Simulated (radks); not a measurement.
**Er²⁺ in [Xe] 4f12: an all-electron calculation**

The task here is to estimate one member of a computed series from the others.

The numbers are computed with radks (a radial shooting solver on a logarithmic mesh, Libxc functionals) version 1 (scalar-relativistic Kohn-Sham, LDA (Slater exchange, Perdew-Wang correlation), spin-unpolarised, spherical densities, finite nucleus), except any that are marked as measured or tabulated.

### The system

* element: erbium (Z = 68)
* charge: +2
* electrons: 66
* configuration: [Xe] 4f12
* nuclear rms radius: 5.2516 fm

Outer shells as boxes (Hund's rule):

Er²⁺
```
[Xe] core
4f [↑↓][↑↓][↑↓][↑↓][↑↓][↑ ][↑ ]
```

The first run:

The run's settings:

```text
Z 68
configuration [Xe] 4f12 6s0 5d0 6p0 5f0
relativity scalar-relativistic
functional lda,pw
spin unpolarised
nucleus finite rms 5.2516 fm
c 137.035999084
```

On the command line:

```bash
$ python run_ks.py task.json out
```

All runs below come from this command, one after another.

Steps of the session up to this table: Self-consistent calculation.

One of the session's tables, all rows but one given; the rest of the session is left out.

It belongs to the step «Radial structure». Sizes of the orbitals, from the radial functions (bohr):

```
level      <r>  outermost maximum (interpolated)  90 % within  nodes
   1s  0.02039                            0.0129       0.0370      0
   2s  0.08653                            0.0733        0.134      1
   2p  0.07674                            0.0596        0.125      0
   3s   0.2256                             0.207        0.331      2
   3p   0.2247                             0.204        0.336      1
   3d   0.2039                             0.166        0.317      0
   4s   0.5085                             0.474        0.731      3
   4p        ?                                 ?            ?      ?
   4d   0.5842                             0.512        0.879      1
   5s    1.251                              1.11         1.81      4
   5p    1.486                              1.27         2.19      3
   4f   0.8192                             0.509         1.44      0
   6s    3.260                              2.92         4.69      5
   5d    2.407                              1.89         3.74      2
   6p    4.081                              3.64         5.91      4
   5f    7.474                              6.47         11.2      1
```

**Question.** Estimate the row for 4p.

As computed: <r>: 0.5394; outermost maximum (interpolated): 0.495; 90 % within: 0.785; nodes: 2. In the column «<r>» it lies between 4s (0.5085) and 4d (0.5842).

To keep in mind: Spin polarisation and multiplet splitting are left out.
